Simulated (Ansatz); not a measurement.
**CH4F2SeSi: how energies converge with the basis set**

Aim: see how fast density functionals converge with the basis set for CH4F2SeSi.

Program: Ansatz 0.2.0, Gaussian basis. Level of theory: one geometry, several basis sets. These are calculated values, not measurements.

The runs, in order: PBE0-D4/def2-SVP; ωB97M-V/def2-SVP; PBE0-D4/def2-QZVPP; ωB97M-V/def2-QZVPP; the functionals' def2-TZVPP values are taken from earlier runs.

### 1 The geometry

All runs share one geometry, relaxed beforehand with PBE0-D4 in a triple-zeta def2 set.

SMILES `FC[SiH](F)[SeH]`, 9 atoms, charge 0, spin multiplicity 1.

Atoms are counted from 1 here; the program's logs count them from 0.

Bond lengths: F1–C2 1.388 Å, C2–Si3 1.882 Å, C2–H6 1.095 Å, C2–H7 1.096 Å, Si3–F4 1.595 Å, Si3–Se5 2.262 Å, Si3–H8 1.479 Å, Se5–H9 1.470 Å. Angles: F1–C2–Si3 110.7°, F1–C2–H6 108.7°, F1–C2–H7 108.5°, Si3–C2–H6 110.0°, Si3–C2–H7 111.0°, H6–C2–H7 107.8°, C2–Si3–F4 108.0°, C2–Si3–Se5 109.2°, C2–Si3–H8 112.9°, F4–Si3–Se5 112.1°, F4–Si3–H8 108.3°, Se5–Si3–H8 106.4°, Si3–Se5–H9 92.8°.

### 2 PBE0-D4 in def2-SVP

Contents of in.yaml:

```yaml
crystal:
  periodic: [false, false, false]
  atoms:
    - {symbol: F, position_ang: [-0.139742, -0.416360, 2.229158]}
    - {symbol: C, position_ang: [0.087531, 0.342543, 1.089290]}
    - {symbol: Si, position_ang: [-0.407339, -0.611861, -0.455550]}
    - {symbol: F, position_ang: [0.439857, -1.963344, -0.491980]}
    - {symbol: Se, position_ang: [-0.034688, 0.675117, -2.278134]}
    - {symbol: H, position_ang: [-0.494671, 1.267733, 1.160994]}
    - {symbol: H, position_ang: [1.148559, 0.615316, 1.059838]}
    - {symbol: H, position_ang: [-1.843572, -0.962440, -0.478807]}
    - {symbol: H, position_ang: [1.332665, 1.006994, -1.851810]}
basis:
  gaussian: {orbitals: def2-SVP}
hamiltonian: {xc: pbe0, dispersion: d4}
output: {orbitals: {seedname: orbitals}}
```

Further steps of the session: ωB97M-V in def2-SVP; PBE0-D4 in def2-QZVPP; ωB97M-V in def2-QZVPP.

**Question.** What will the summary of the whole plan be? Wanted: PBE0-D4: double and triple zeta above quadruple; ωB97M-V: double and triple zeta above quadruple.

As calculated:

```
                                       quantity           value
PBE0-D4: double and triple zeta above quadruple  21.04, 2.01 eV
ωB97M-V: double and triple zeta above quadruple  21.14, 1.93 eV
```

What this shows: PBE0-D4 gains 19.04 eV from double to triple zeta, then 2.01 eV more. These are total energies; as a rule much of such shifts cancels in differences, which this series doesn't test. The LUMO of ωB97M-V is positive and keeps falling with the basis (1.99 to 1.14 eV): an unbound level that the basis holds in place.
